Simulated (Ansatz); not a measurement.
# PbS2: the cost of one run

Method: DFT PBE, scalar-relativistic, plane waves, PAW, in Ansatz 0.2.0.

## Step 1: The structure to begin with

Symmetry: P3m1, No. 156, trigonal system. Conventional cell: a = 2.969 Å, b = 2.969 Å, c = 17.000 Å, α = 90.00°, β = 90.00°, γ = 120.00°. Pb (site symmetry 3m) has 6 S at 2.25 to 2.27 Å as nearest neighbours. Around S (site symmetry 3m) lie 3 Pb at 2.25 Å. Around S (site symmetry 3m) lie 3 Pb at 2.27 Å.

As a file:

```
Pb S
1.0
     2.96876    0.00000    0.00000
    -1.48438    2.57102    0.00000
     0.00000    0.00000   17.00000
Pb S
1 2
Direct
  0.00000 0.00000 0.49896
  0.33333 0.66667 0.41345
  0.33333 0.66667 0.58655
```

The cell is invented: species swapped into a sheet modelled on a layer of WS2, with Pb on the W sites. Its size is a rough estimate.

It is a sheet, periodic along a and b, with vacuum along c; volumes and pressures of the box carry no meaning, and space groups named for it are those of the box.

## Step 2: Probe: one point on a coarse mesh

input.yaml

```yaml
crystal:
  lattice:
    - [2.96875749, 0.0, 0.0]
    - [-1.48437828, 2.57101932, 0.0]
    - [0.0, 0.0, 17.0]
  atoms:
    - { symbol: Pb, position: [0.0, 0.0, 0.49896047] }
    - { symbol: S, position: [0.33333333, 0.66666667, 0.41344797] }
    - { symbol: S, position: [0.33333333, 0.66666667, 0.58655203] }
  periodic: [true, true, false]
basis:
  ecutwfc: 420
kpoints:
  mp_grid: { grid: [6, 6, 1] }
hamiltonian:
  xc: pbe
scf:
  occupations: { method: gaussian, width: 0.1 }
  lower_state_search: "off"
output:
  forces: true
  stress: true
  eigenvalues: true
```

Launch:

```bash
> ansatz run input.yaml --threads 1 --pin off --max-ram 2048MiB --backend cpu --events-out ev --progress --plain --runs-dir out
```

What time and memory should one allow on 1 thread of Arm Neoverse V1, shared host?

About 4.5 s, with a peak of 0.35 GiB.
